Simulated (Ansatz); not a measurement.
Working through a ladder of methods at one geometry of CH₄FOSi, SMILES C[SiH]([O])F

Computed with Ansatz 0.2.0 through its Python package.

`ch4fosi.xyz`
```text
8

C    -0.35520    0.84960   -0.15880
Si    0.30330   -0.79790    0.18190
O     1.98460   -0.68780    0.25780
F    -0.05310   -1.84630   -1.05660
H    -0.00390    1.26140   -1.15390
H    -0.11840    1.60880    0.64130
H    -1.48260    0.82770   -0.22380
H    -0.18260   -1.27240    1.45620
```

Interactive session:
```pycon
>>> from pathlib import Path
>>> import ansatz as az
>>> import numpy as np
>>> molecule = az.Crystal.molecule_from_extxyz('ch4fosi.xyz')
>>> base = (
...     molecule.calculation()
...     .basis(gaussian='cc-pVDZ')
...     .spin('collinear', total=1)
...     .accuracy('medium')
... )
>>> print('functional    E (Ha)        dipole (D)   HOMO (eV)  LUMO (eV)')
functional    E (Ha)        dipole (D)   HOMO (eV)  LUMO (eV)
>>> for name in ['r2scan', 'lda', 'hf', 'r2scan0']:
...     report = base.functional(name).forces().orbitals().run(threads=1, runs_dir='runs').report
...     lines = Path(report['orbitals_path']).read_text().splitlines()
...     field_of = lambda key: [line.split('=')[1].strip() for line in lines if line.startswith(key)]
...     orbitals = [(27.211386 * float(e), s, float(n)) for e, s, n in zip(field_of('Ene='), field_of('Spin='), field_of('Occup='))]
...     homo = max(e for e, _, n in orbitals if n > 0.5)
...     lumo = min(e for e, _, n in orbitals if n < 0.5)
...     dipole = 4.803205 * np.linalg.norm(report['charge_distribution']['dipole_moment_e_ang'])
...     print(f'{name:10s} {report["free_energy_ev"] / 27.211386246:14.6f} {dipole:9.3f} {homo:11.3f} {lumo:10.3f}')
...
r2scan        -504.966042     2.756      -7.512     -5.521
lda           -502.347477     3.126      -6.854     -6.545
hf            -503.490107     2.727     -13.251      1.721
r2scan0       -504.937978     2.709      -9.314     -3.985
```

Reading the output:
- The settings weren't tested for convergence.
- The geometry is a force-field or estimated start, not a minimum of this method, and the basis set is short of its limit. A lower total doesn't mark the better method: functionals have no common bound, and MP2 and coupled cluster aren't variational.
- The run takes the species as open-shell (spin multiplicity 2), which needn't be its ground state.
- Levels such as HOMO and LUMO are orbital energies: with these approximate functionals they aren't the ionisation energy and electron affinity, and their gap isn't the fundamental gap.
- For Al to Cl the sets with a tight d function, cc-pV(X+d)Z, are usual.
- Finished in 52 s on 1 thread of Arm Neoverse V1 (shared host), peak memory 0.31 GiB.
